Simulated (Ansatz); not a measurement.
**Ta4TeI: one candidate of a structure search**

Aim: relax a trial structure of Ta4TeI and see where it ends.

Method: DFT PBE, scalar-relativistic, plane waves, PAW, in Ansatz 0.2.0.

## 1. The structure to begin with

Symmetry: F-43m, No. 216, cubic system. Conventional cell: a = 8.074 Å, b = 8.074 Å, c = 8.074 Å, α = 90.00°, β = 90.00°, γ = 90.00°. Around Ta (site symmetry 3m) lie 6 Ta at 2.85 to 2.86 Å and 3 I at 3.35 Å and 3 Te at 3.35 Å. Te (site symmetry -43m) has 12 Ta at 3.35 Å as nearest neighbours. I (site symmetry -43m) has 12 Ta at 3.35 Å as nearest neighbours.

As a file:

```cif
data_structure
_symmetry_space_group_name_H-M 'P 1'
_symmetry_Int_Tables_number 1
_cell_length_a 5.7095
_cell_length_b 5.7095
_cell_length_c 5.7095
_cell_angle_alpha 60.000
_cell_angle_beta 60.000
_cell_angle_gamma 60.000
_cell_volume 131.60
loop_
_atom_site_label
_atom_site_type_symbol
_atom_site_fract_x
_atom_site_fract_y
_atom_site_fract_z
_atom_site_occupancy
Ta1 Ta 0.87381 0.37540 0.37540 1
Ta2 Ta 0.37540 0.37540 0.37540 1
Ta3 Ta 0.37540 0.87381 0.37540 1
Ta4 Ta 0.37540 0.37540 0.87381 1
Te1 Te 0.00000 0.00000 0.00000 1
I1 I 0.75000 0.75000 0.75000 1
```

A structure generator made this guess: species swapped into a database cell of CeSmFe4 (F-43m, No. 216), with I on the Ce sites, Te on the Sm sites and Ta on the Fe sites. Lengths come from tabulated atomic sizes and are only a guess.

## 2. Probe: one point on a coarse mesh

File input.yaml:

```yaml
crystal:
  lattice:
    - [0.0, 4.03719805, 4.03719805]
    - [4.03719805, 0.0, 4.03719805]
    - [4.03719805, 4.03719805, 0.0]
  atoms:
    - { symbol: Ta, position: [0.87381402, 0.37539533, 0.37539533] }
    - { symbol: Ta, position: [0.37539533, 0.37539533, 0.37539533] }
    - { symbol: Ta, position: [0.37539533, 0.87381402, 0.37539533] }
    - { symbol: Ta, position: [0.37539533, 0.37539533, 0.87381402] }
    - { symbol: Te, position: [0.0, 0.0, 0.0] }
    - { symbol: I, position: [0.75, 0.75, 0.75] }
basis:
  ecutwfc: 420
kpoints:
  mp_grid: { grid: [4, 4, 4] }
hamiltonian:
  xc: pbe
scf:
  occupations: { method: gaussian, width: 0.1 }
  lower_state_search: "off"
output:
  forces: true
  stress: true
  eigenvalues: true
```

On the command line:

```sh
$ ansatz run input.yaml --threads 1 --pin off --max-ram 2048MiB --backend cpu --events-out ev --progress --plain --runs-dir out
```

The session goes on with these runs: full relaxation.

Q: Predict the outcome of this session. Wanted: conventional cell; volume; energy over the elements; gap on the mesh.

**Answer**, as computed:

| quantity | value |
| --- | --- |
| symmetry at the end (tolerance 0.05 Å) | space group F-43m (No. 216) |
| conventional cell | a = 8.026 Å, b = 8.026 Å, c = 8.026 Å, α = 90.00°, β = 90.00°, γ = 90.00° |
| volume | 21.54 Å³/atom |
| energy over the elements | +0.82 eV/atom |
| gap on the mesh | none (metal) |

The space group F-43m (No. 216) is kept, and the volume per atom shrinks by 1.8 % from the first guess. The formation energy is positive, so the separate elements lie lower. No finished test with a distortion of lower symmetry is shown, so the end may be a saddle point. The runs treat I, Ta, Te without spin-orbit coupling. The final runs have no spin polarisation, so no magnetic state was tried and one may lie lower.
